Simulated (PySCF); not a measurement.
**MP2/def2-QZVPP run of GaH3 (SMILES [GaH3])**

Aim: the vertical ionisation energy of GaH3 at MP2/def2-QZVPP, from 2 runs. Input form: a Python script.

The calculation is run with PySCF 2.14.0.

4 further runs of the same task are left out: 2 that didn't finish, 2 set aside as unsound or not needed.

## 1. Starting point

GaH3 has 4 atoms, charge 0, and is taken as a singlet. As SMILES, `[GaH3]`. The coordinates come from a PBE0-D4/def2-TZVP relaxation.

Bond lengths: Ga1–H2 1.568 Å, Ga1–H3 1.568 Å, Ga1–H4 1.568 Å. Angles: H2–Ga1–H3 120.0°, H2–Ga1–H4 120.0°, H3–Ga1–H4 120.0°.

## 2. The charge distribution at MP2/def2-QZVPP

The input, input.py:

```python
import numpy
from pyscf import gto, scf, mp, lo

mol = gto.M(
    atom=[
    ('Ga', (0.013400, -0.014900, -0.004600)),
    ('H', (1.252400, 0.343800, 0.887700)),
    ('H', (-0.552100, -1.477800, -0.009700)),
    ('H', (-0.658400, 1.088700, -0.893700)),
],
    spin=0,
    basis='def2-qzvpp',
    charge=0,
    max_memory=1860,
    verbose=4,
)

calc0 = mol.RHF()
calc0.kernel()

pt = mp.MP2(calc0).run()
e_final = pt.e_tot
print('E(%s) = %.9f' % ('MP2', e_final))
dip = calc0.dip_moment()
pop, q = calc0.mulliken_pop()
quad = calc0.quad_moment()
occ = calc0.mo_coeff[:, calc0.mo_occ > 0]
iaos = lo.vec_lowdin(lo.iao.iao(mol, occ), calc0.get_ovlp())
c = iaos.T @ calc0.get_ovlp() @ occ
pop_iao, q_iao = scf.hf.mulliken_pop(lo.iao.reference_mol(mol), (c * calc0.mo_occ[calc0.mo_occ > 0]) @ c.T, numpy.eye(c.shape[0]), verbose=0)
print('IAO charges', numpy.round(q_iao, 4))
dm_corr = pt.make_rdm1(ao_repr=True)
dip_corr = calc0.dip_moment(mol, dm_corr)
```

Started as:

```bash
$ OMP_NUM_THREADS=1 python input.py
```

Log:

```text
PySCF version 2.14.0

[INPUT] num. atoms = 4
[INPUT] num. electrons = 34
[INPUT] charge = 0
[INPUT] spin (= nelec alpha-beta = 2S) = 0
[INPUT] symmetry False subgroup None
[INPUT] Mole.unit = angstrom
[INPUT] Symbol           X                Y                Z      unit          X                Y                Z       unit  Magmom
[INPUT]  1 Ga     0.013400000000  -0.014900000000  -0.004600000000 AA    0.025322330069  -0.028156919256  -0.008692740173 Bohr   0.0
[INPUT]  2 H      1.252400000000   0.343800000000   0.887700000000 AA    2.366692998405   0.649687841625   1.677509880776 Bohr   0.0
[INPUT]  3 H     -0.552100000000  -1.477800000000  -0.009700000000 AA   -1.043317793372  -2.792637266882  -0.018330343408 Bohr   0.0
[INPUT]  4 H     -0.658400000000   1.088700000000  -0.893700000000 AA   -1.244195680414   2.057344831814  -1.688848237524 Bohr   0.0

[... 42 lines left out ...]
converged SCF energy = -1925.00483387742
[... 8 lines left out ...]
Dipole moment(X, Y, Z, Debye): -0.00249,  0.00087,  0.00268
[... 187 lines left out ...]
IAO charges [ 0.5912 -0.1971 -0.1971 -0.1971]
Dipole moment(X, Y, Z, Debye): -0.00243,  0.00086,  0.00262
```

It took 20 s on 1 thread of Arm Neoverse V1, shared host; peak memory 1.5 GiB.

Atomic charges (e):

| atom | Mulliken | IAO |
| --- | --- | --- |
| Ga1 | +0.612 | +0.591 |
| H2 | -0.204 | -0.197 |
| H3 | -0.204 | -0.197 |
| H4 | -0.204 | -0.197 |

## 3. The doublet cation at the same level

The input, job.py:

```python
from pyscf import gto, mp

mol = gto.M(
    atom=[
    ('Ga', (0.013400, -0.014900, -0.004600)),
    ('H', (1.252400, 0.343800, 0.887700)),
    ('H', (-0.552100, -1.477800, -0.009700)),
    ('H', (-0.658400, 1.088700, -0.893700)),
],
    verbose=4,
    basis='def2-qzvpp',
    max_memory=1860,
    charge=1,
    spin=1,
)

mf = mol.UHF()
mf.kernel()
if not mf.converged:
    mf = mf.newton().run(mf.mo_coeff, mf.mo_occ)

pt = mp.MP2(mf).run()
energy = pt.e_tot
print('E(%s) = %.9f' % ('MP2', energy))
dip = mf.dip_moment()
pop, q = mf.mulliken_pop()
quad = mf.quad_moment()
dm_corr = pt.make_rdm1(ao_repr=True)
dip_corr = mf.dip_moment(mol, dm_corr)
```

Started as:

```bash
$ OMP_NUM_THREADS=1 python job.py
```

Log:

```text
PySCF version 2.14.0

[INPUT] num. atoms = 4
[INPUT] num. electrons = 33
[INPUT] charge = 1
[INPUT] spin (= nelec alpha-beta = 2S) = 1
[INPUT] symmetry False subgroup None
[INPUT] Mole.unit = angstrom
[INPUT] Symbol           X                Y                Z      unit          X                Y                Z       unit  Magmom
[INPUT]  1 Ga     0.013400000000  -0.014900000000  -0.004600000000 AA    0.025322330069  -0.028156919256  -0.008692740173 Bohr   0.0
[INPUT]  2 H      1.252400000000   0.343800000000   0.887700000000 AA    2.366692998405   0.649687841625   1.677509880776 Bohr   0.0
[INPUT]  3 H     -0.552100000000  -1.477800000000  -0.009700000000 AA   -1.043317793372  -2.792637266882  -0.018330343408 Bohr   0.0
[INPUT]  4 H     -0.658400000000   1.088700000000  -0.893700000000 AA   -1.244195680414   2.057344831814  -1.688848237524 Bohr   0.0

[... 26 lines left out ...]
WARN: beta  nocc = 16  HOMO -0.32174357853561 >= LUMO -0.321732465756909
[... 102 lines left out ...]
converged SCF energy = -1924.61540141172  <S^2> = 0.77610021  2S+1 = 2.0259321
[... 1 line left out ...]
******** <class 'pyscf.mp.ump2.UMP2'> ********
nocc = (np.int64(17), np.int64(16)), nmo = (179, 179)
E(UMP2) = -1925.39962413891  E_corr = -0.784222727190921
E(SCS-UMP2) = -1925.34071088655  E_corr = -0.72530947483797
E_corr(same-spin) = -0.248951305143618
E_corr(oppo-spin) = -0.535271422047304
E(MP2) = -1925.399624139

WARN: System has nonzero charge 1; the dipole moment is origin-dependent.
Location of origin: [0. 0. 0.]

Dipole moment(X, Y, Z, Debye):  1.81927,  0.43749,  1.24449
 ** Mulliken pop       alpha | beta **
pop of  0 Ga 1s        0.95758 | 0.95760
pop of  0 Ga 2s       -0.01838 | -0.01841
pop of  0 Ga 3s        0.07448 | 0.07449
[... 176 lines of this table left out ...]
In total            17.00000 | 16.00000
 ** Mulliken atomic charges   ( Nelec_alpha | Nelec_beta ) **
charge of  0Ga =      0.86153  (    15.06176     15.07671 )
charge of  1H =      0.18389  (     0.77042      0.04569 )
charge of  2H =     -0.02271  (     0.58390      0.43881 )
charge of  3H =     -0.02271  (     0.58392      0.43879 )
Traceless quadrupole moment (Debye*A):

WARN: System has nonzero charge 1; the dipole moment is origin-dependent.
Location of origin: [0. 0. 0.]

Dipole moment(X, Y, Z, Debye):  1.78036,  0.42619,  1.21637
```

Wall time 97 s (1 thread of Arm Neoverse V1, shared host); peak memory 2.1 GiB.

Atomic charges (e):

| atom | Mulliken |
| --- | --- |
| Ga1 | +0.862 |
| H2 | +0.184 |
| H3 | -0.023 |
| H4 | -0.023 |

## 4. Outcome

Level: MP2/def2-QZVPP.

| quantity | value |
| --- | --- |
| singlet GaH3: total energy | -1925.81783 Eh |
| singlet GaH3: dipole moment (correlated density) | 0.00 D |
| singlet GaH3: HOMO energy (Hartree–Fock orbitals) | -11.66 eV |
| singlet GaH3: LUMO energy (Hartree–Fock orbitals) | 0.69 eV |
| singlet GaH3: HOMO–LUMO gap (Hartree–Fock orbitals) | 12.36 eV |
| singlet GaH3: correlation energy | -813.0 mEh |
| doublet cation: total energy | -1925.39962 Eh |
| doublet cation: HOMO energy (Hartree–Fock orbitals) (highest over α and β) | -17.71 eV |
| doublet cation: LUMO energy (Hartree–Fock orbitals) (lowest over α and β) | -9.66 eV |
| doublet cation: correlation energy | -784.2 mEh |
| doublet cation: ⟨S²⟩ of the reference determinant | 0.776 |
| vertical ionisation energy (to the doublet cation) | 11.380 eV |

What this shows: Removing an electron at fixed nuclei costs 11.38 eV (1098 kJ/mol). Mulliken charges (doublet cation) of the mean-field density run from -0.02 on H3 to +0.86 on Ga1; in a basis this large or diffuse they mean little.
